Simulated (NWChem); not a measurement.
# SnH4S (SMILES [SH][SnH3]): levels of theory compared

We compute a comparison of 3 runs (HF/STO-3G, HF/3-21G, B3LYP/def2-TZVP) of SnH4S. 

Program for the calculation: NWChem 7.3.0.

### Step 1. The molecule

SnH4S: 6 atoms, total charge 0, spin state singlet. SMILES: `[SH][SnH3]`. The coordinates come from a PBE0-D4/def2-TZVP relaxation.

Bond lengths: S1–Sn2 2.406 Å, S1–H3 1.343 Å, Sn2–H4 1.706 Å, Sn2–H5 1.706 Å, Sn2–H6 1.701 Å. Angles: S1–Sn2–H4 109.4°, S1–Sn2–H5 109.5°, S1–Sn2–H6 104.7°, Sn2–S1–H3 93.9°, H4–Sn2–H5 110.2°, H4–Sn2–H6 111.4°, H5–Sn2–H6 111.4°.

### Step 2. Energy and gradient at HF/STO-3G (run 1)

h4ssn.nw

```
start h4ssn
title "H4SSn"
memory 2200 mb
charge 0

geometry units bohr noautosym nocenter noautoz
 S      1.95454373    -1.71076906     2.38426745
 Sn    -0.58959455     0.86209306    -0.36736276
 H      2.14786271    -3.61334532     0.71526134
 H     -3.30815455    -0.70883627    -1.09509629
 H      1.06448273     1.52444206    -3.05323050
 H     -1.18939362     3.52547306     1.32866644
end

basis "ao basis" spherical bse
 S library STO-3G
 Sn library STO-3G
 H library STO-3G
end

scf
 thresh 1e-08
 maxiter 80
 print low
end

task scf gradient
```

The run is started by

```console
$ nwchem h4ssn.nw > h4ssn.out
```

Log:

```text
[...]
  functions       =    40
[...]
  wavefunction    = RHF
[...]
         Total SCF energy =  -6358.823816241255
      One-electron energy =  -9289.493371000510
      Two-electron energy =   2683.867993512773
 Nuclear repulsion energy =    246.801561246481
        Time for solution =      2.0s
[...]
                         RHF ENERGY GRADIENTS
    atom               coordinates                        gradient
                 x          y          z           x          y          z
   1 S       1.954544  -1.710769   2.384267    0.006981   0.001594   0.017084
   2 Sn     -0.589595   0.862093  -0.367363    0.003839  -0.005871   0.001923
   3 H       2.147863  -3.613345   0.715261   -0.000227  -0.006804  -0.007950
   4 H      -3.308155  -0.708836  -1.095096   -0.021608  -0.013398  -0.005264
   5 H       1.064483   1.524442  -3.053231    0.014103   0.004857  -0.021259
   6 H      -1.189394   3.525473   1.328666   -0.003088   0.019624   0.015467
 Task  times  cpu:        3.0s     wall:        3.0s
 Total times  cpu:        3.0s     wall:        3.0s
```

Wall time 3.6 s (1 thread of Intel Xeon 6975P-C (Granite Rapids), shared host); peak memory 0.097 GiB.

### Step 3. Energy and forces at HF/3-21G (run 2)

run.py

```python
from ase import Atoms
from ase.calculators.nwchem import NWChem

molecule = Atoms('SSnHHHH', positions=[
    [1.034300, -0.905300, 1.261700],
    [-0.312000, 0.456200, -0.194400],
    [1.136600, -1.912100, 0.378500],
    [-1.750600, -0.375100, -0.579500],
    [0.563300, 0.806700, -1.615700],
    [-0.629400, 1.865600, 0.703100],
])

calc = NWChem(
    label='work',
    theory='scf',
    memory='2200 mb',
    basis='3-21G',
    basispar='spherical bse',
    scf={'nopen': '0', 'rhf': None, 'thresh': '1e-08', 'maxiter': '80', 'print': 'low'},
)
molecule.calc = calc

forces = molecule.get_forces()
print(f"energy = {molecule.get_potential_energy():.6f} eV")
print("forces (eV/A):")
for s, f in zip(molecule.symbols, forces):
    print(f"{s:2s} {f[0]:10.5f} {f[1]:10.5f} {f[2]:10.5f}")
```

The run is started by

```console
$ export ASE_NWCHEM_COMMAND="nwchem PREFIX.nwi > PREFIX.nwo"
$ python run.py
```

Log:

```text
energy = -173993.668052 eV
forces (eV/A):
S     0.54322   -0.54939    0.59022
Sn   -0.56168    0.76372   -0.39523
H     0.25387   -0.44002    0.07101
H    -0.34777   -0.22199   -0.10953
H     0.21489    0.06608   -0.36201
H    -0.10254    0.38165    0.20553
```

The calculator wrote work.nwi:

```
title "work"

permanent_dir work

scratch_dir work

start work

geometry units angstrom nocenter noautosym noautoz
  S  1.0343000000000000e+00 -9.0529999999999999e-01 1.2617000000000000e+00
  Sn -3.1200000000000000e-01 4.5619999999999999e-01 -1.9439999999999999e-01
  H  1.1366000000000001e+00 -1.9120999999999999e+00 3.7850000000000000e-01
  H  -1.7505999999999999e+00 -3.7509999999999999e-01 -5.7950000000000002e-01
  H  5.6330000000000002e-01 8.0669999999999997e-01 -1.6156999999999999e+00
  H  -6.2939999999999996e-01 1.8655999999999999e+00 7.0309999999999995e-01
end

memory 2200 mb

basis spherical bse noprint
   * library 3-21G
end

scf
  nopen 0
  rhf
  thresh 1e-08
  maxiter 80
  print low
end

task scf gradient
```

work.nwo:

```text
Northwest Computational Chemistry Package (NWChem) 7.3.0
             --------------------------------------------------------

           Job information
           ---------------

    nwchem branch   = 7.3.0
    use scalapack   = T
    input           = work.nwi
    prefix          = work.
    data base       = work/work.db
    status          = startup
    nproc           =        1

           Memory information
           ------------------

[... 5 lines left out ...]
    hardfail = no
[... 107 lines left out ...]
       Final RHF  results
[... 3 lines left out ...]
      One-electron energy =  -9314.533617362640
[... 1 line left out ...]
 Nuclear repulsion energy =    246.801578986553
[... 6 lines left out ...]
                         RHF ENERGY GRADIENTS

    atom               coordinates                        gradient
                 x          y          z           x          y          z
   1 S       1.954544  -1.710769   2.384267   -0.010564   0.010684  -0.011478
   2 Sn     -0.589595   0.862093  -0.367363    0.010923  -0.014852   0.007686
   3 H       2.147863  -3.613345   0.715261   -0.004937   0.008557  -0.001381
   4 H      -3.308154  -0.708836  -1.095096    0.006763   0.004317   0.002130
   5 H       1.064483   1.524442  -3.053230   -0.004179  -0.001285   0.007040
   6 H      -1.189394   3.525473   1.328666    0.001994  -0.007422  -0.003997

 Task  times  cpu:        3.7s     wall:        3.7s
 Total times  cpu:        3.7s     wall:        3.7s
```

It took 4.8 s on 1 thread of Intel Xeon 6975P-C (Granite Rapids), shared host; peak memory 0.099 GiB.

### Step 4. Energy and forces at B3LYP/def2-TZVP (core potential) (run 3)

h4ssn.nw

```
start h4ssn
memory stack 880 mb heap 220 mb global 1100 mb
geometry units angstrom noautosym nocenter noautoz
  S     1.034300   -0.905300    1.261700
  Sn   -0.312000    0.456200   -0.194400
  H     1.136600   -1.912100    0.378500
  H    -1.750600   -0.375100   -0.579500
  H     0.563300    0.806700   -1.615700
  H    -0.629400    1.865600    0.703100
end
basis spherical bse
  * library def2-TZVP
end
ecp bse
  Sn library def2-TZVP
end
dft
  xc b3lyp
  grid fine
  convergence energy 1e-08
  iterations 100
  mulliken
end
task dft gradient
```

The run is started by

```console
$ nwchem h4ssn.nw > h4ssn.out
```

Log:

```text
[...]
          Wavefunction type:  closed shell.
          No. of atoms     :     6
          No. of electrons :    42
[...]
          Charge           :     0
          Spin multiplicity:     1
[...]
          AO basis - number of functions:   111
[...]
              XC Information
              --------------
                         B3LYP Method XC Potential
                     Hartree-Fock (Exact) Exchange  0.200
                        Slater Exchange Functional  0.800 local
                    Becke 1988 Exchange Functional  0.720 non-local
              Lee-Yang-Parr Correlation Functional  0.810
                  VWN I RPA Correlation Functional  0.190 local
[...]
 d= 0,ls=0.0,diis     1   -614.9675962734 -7.32D+02  8.94D-03  5.58D-01     3.0
[...]
 d= 0,ls=0.0,diis     8   -615.0056156964 -1.87D-09  1.63D-06  5.61D-08    18.2
         Total DFT energy =     -615.005615696420
      One electron energy =    -1161.934514179631
           Coulomb energy =      475.309273867264
    Exchange-Corr. energy =      -45.314557617075
 Nuclear repulsion energy =      116.934182233022
[...]
  wavefunction    = closed shell
                         DFT ENERGY GRADIENTS
    atom               coordinates                        gradient
                 x          y          z           x          y          z
   1 S       1.954544  -1.710769   2.384267   -0.003211   0.003115  -0.003651
   2 Sn     -0.589595   0.862093  -0.367363    0.002286  -0.002376   0.002398
   3 H       2.147863  -3.613345   0.715261   -0.000342   0.000640  -0.000016
   4 H      -3.308154  -0.708836  -1.095096    0.001417   0.000515   0.000512
   5 H       1.064483   1.524442  -3.053230   -0.000567  -0.000497   0.001406
   6 H      -1.189394   3.525473   1.328666    0.000417  -0.001398  -0.000650
[...]
```

It took 28 s on 1 thread of Intel Xeon 6975P-C (Granite Rapids), shared host; peak memory 0.14 GiB.

### Step 5. All runs side by side

| run | level | iteration cap | module | energy (Eh) | largest force (eV/Å) | wall time |
| --- | --- | --- | --- | --- | --- | --- |
| 1 | HF/STO-3G | 80 | scf | -6358.823816 | 1.335 | 3.6 s |
| 2 | HF/3-21G | 80 | scf | -6394.149416 | 1.027 | 4.8 s |
| 3 | B3LYP/def2-TZVP (core potential) | 100 | dft | -615.005616 | 0.297 | 28 s |

### Step 6. Results

```
                       quantity          value
            run 3: total energy  -615.00562 Eh
           run 3: dipole moment         1.47 D
             run 3: HOMO energy       -7.01 eV
             run 3: LUMO energy       -0.86 eV
           run 3: HOMO–LUMO gap        6.16 eV
run 3: largest force on an atom     0.297 eV/Å
```

In words: Some runs of one species differ in core potentials or relativity; totals across that change don't compare. In run 1 the basis is minimal, so the values are rough. In runs 1, 2 relativity is left out where basis or elements ask for it. All runs together took 36 s, the longest 28 s.
